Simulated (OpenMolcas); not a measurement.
**B2H2F2 (SMILES FBBF) at r2SCANh/ANO-S-VDZP (RICD fitting)**

Aim: the vertical singlet–triplet gap of B2H2F2 at r2SCANh/ANO-S-VDZP (RICD fitting), from 2 runs. 

The results are computed with OpenMolcas 26.06.

1 further run of the same task is left out (it didn't finish).

### Step 1. The structure to begin with

B2H2F2 has 6 atoms, charge 0, and is taken as a singlet. SMILES: `FBBF`. The shape is that of a GFN2-xTB optimisation. This is one conformer, not always the lowest.

Bond lengths: F1–B2 1.318 Å, B2–B3 1.712 Å, B3–F4 1.318 Å, B2–H5 1.181 Å, B3–H6 1.180 Å. Angles: F1–B2–B3 119.9°, B2–B3–F4 119.9°, F1–B2–H5 113.5°, B3–B2–H5 126.6°, B2–B3–H6 126.6°, F4–B3–H6 113.4°.

### Step 2. The charge distribution at r2SCANh/ANO-S-VDZP (RICD fitting)

The input, mol.inp:

```
>>> EXPORT MOLCAS_PRINT=2

&GATEWAY
  BASISSET
  F.ANO-S-VDZP....
  F1 -1.391700 1.018820 -0.788000 angstrom
  F4 1.388950 -1.014120 0.797700 angstrom
  End of Basis
  BASISSET
  B.ANO-S-VDZP....
  B2 -0.169600 0.751200 -0.373680 angstrom
  B3 0.169210 -0.750920 0.373990 angstrom
  End of Basis
  BASISSET
  H.ANO-S-VDZP....
  H5 0.597820 1.624810 -0.577650 angstrom
  H6 -0.594680 -1.629790 0.567650 angstrom
  End of Basis
  RICD
  ACD

&SEWARD

&SCF
  KSDFT=HYB_MGGA_XC_R2SCANH
  PRORBITALS=1 2

&LOCALISATION
  PAO
```

Run with:

```console
$ export MOLCAS_MEM=1860
$ pymolcas mol.inp > mol.log
```

The program printed:

```text
--- Start Module: gateway ---
[...]
--- Stop Module: gateway /rc=_RC_ALL_IS_WELL_ ---
[...]
      Basis functions           66
[...]
--- Start Module: scf ---
[...]
       Convergence after  11 Iterations
[...]
::    Total KS-DFT energy                            -250.5617400717
[...]
      Total spin, S                                     0.0000000000
[...]
      Total electronic charge=   30.000000
      Total            charge=   -0.000000
[...]
      Dipole Moment (debye):
      Origin of the operator (angstrom)=   -0.0009    0.0014    0.0029
                   X=  1.1025E-03               Y= -1.4421E-03               Z= -3.9444E-03           Total=  4.3421E-03
      Quadrupole Moment (debye*angstrom):
[...]
--- Stop Module: scf /rc=_RC_ALL_IS_WELL_ ---
[...]
--- Start Module: localisation ---
[...]
--- Stop Module: localisation /rc=_RC_ALL_IS_WELL_ ---
[...]
```

Run time: 9.6 s. Hardware: 1 thread of Intel Xeon Platinum 8259CL at 2.50GHz (Skylake/Cascade Lake), shared host; peak memory 0.24 GiB.

Atomic charges (e):

```tsv
atom	Mulliken	program's own
F1	-0.165	-0.291
B2	-0.026	+0.313
B3	-0.026	+0.313
F4	-0.165	-0.291
H5	+0.191	-0.021
H6	+0.191	-0.021
```

### Step 3. The triplet, same level

The input, mol.input:

```
* B2F2H2 Kohn-Sham DFT
>>> EXPORT MOLCAS_PRINT=2

&GATEWAY
  BasisSet
  F.ANO-S-VDZP....
  F1 -1.391700 1.018820 -0.788000 angstrom
  F4 1.388950 -1.014120 0.797700 angstrom
  End of Basis
  BasisSet
  B.ANO-S-VDZP....
  B2 -0.169600 0.751200 -0.373680 angstrom
  B3 0.169210 -0.750920 0.373990 angstrom
  End of Basis
  BasisSet
  H.ANO-S-VDZP....
  H5 0.597820 1.624810 -0.577650 angstrom
  H6 -0.594680 -1.629790 0.567650 angstrom
  End of Basis
  RICD
  aCD

&SEWARD

&SCF
  UHF
  Spin=3
  KSDFT=HYB_MGGA_XC_R2SCANH
  PrOrbitals=1 2

&LOCALISATION
  PAO
```

Run with:

```console
$ export MOLCAS_MEM=1860
$ pymolcas mol.input > mol.log
```

The program printed:

```text
--- Start Module: gateway ---
[...]
--- Stop Module: gateway /rc=_RC_ALL_IS_WELL_ ---
[...]
      Basis functions           66
[...]
--- Start Module: scf ---
[...]
       Convergence after  16 Iterations
[...]
::    Total KS-DFT energy                            -250.4654444708
[...]
      Total spin, S                                     1.0016324787
[...]
      Total electronic charge=   30.000000
      Total            charge=   -0.000000
[...]
      Dipole Moment (debye):
      Origin of the operator (angstrom)=   -0.0009    0.0014    0.0029
                   X=  2.4212E-03               Y= -3.3914E-03               Z= -7.3069E-03           Total=  8.4116E-03
      Quadrupole Moment (debye*angstrom):
[...]
--- Stop Module: scf /rc=_RC_ALL_IS_WELL_ ---
[...]
--- Start Module: localisation ---
[...]
 ****  WARNING  ***  WARNING  ***  WARNING  ****
  The orbitals for which localisation is requested belong to more than one of the subspaces:
  (Froz+Inac|RAS1|RAS2|RAS3|Sec+Del).
[...]
--- Stop Module: localisation /rc=_RC_ALL_IS_WELL_ ---
[...]
```

Run time: 19 s. Hardware: 1 thread of Intel Xeon Platinum 8259CL at 2.50GHz (Skylake/Cascade Lake), shared host; peak memory 0.24 GiB.

Atomic charges (e):

```tsv
atom	Mulliken	program's own
F1	-0.128	-0.258
B2	-0.111	+0.197
B3	-0.112	+0.198
F4	-0.128	-0.258
H5	+0.239	+0.060
H6	+0.239	+0.060
```

### Step 4. Summary of results

At r2SCANh/ANO-S-VDZP (RICD fitting):

| quantity | value |
| --- | --- |
| singlet: total energy | -250.56174 Eh |
| singlet: dipole moment | 0.00 D |
| singlet: HOMO energy | -7.84 eV |
| singlet: LUMO energy | -3.43 eV |
| singlet: HOMO–LUMO gap | 4.42 eV |
| triplet: total energy | -250.46544 Eh |
| triplet: dipole moment | 0.01 D |
| triplet: HOMO energy (highest over α and β) | -5.60 eV |
| triplet: ⟨S²⟩ | 2.005 |
| vertical energy of the triplet above the singlet | 2.620 eV |

**Reading.** This program's gradients are faulty for this kind of reference, so any forces in the log (triplet) can't be trusted; the energy can. At this shape the triplet lies 2.62 eV (60 kcal/mol) above the singlet. Mulliken charges (triplet) run from -0.13 on F1 to +0.24 on H5; they depend strongly on the basis.
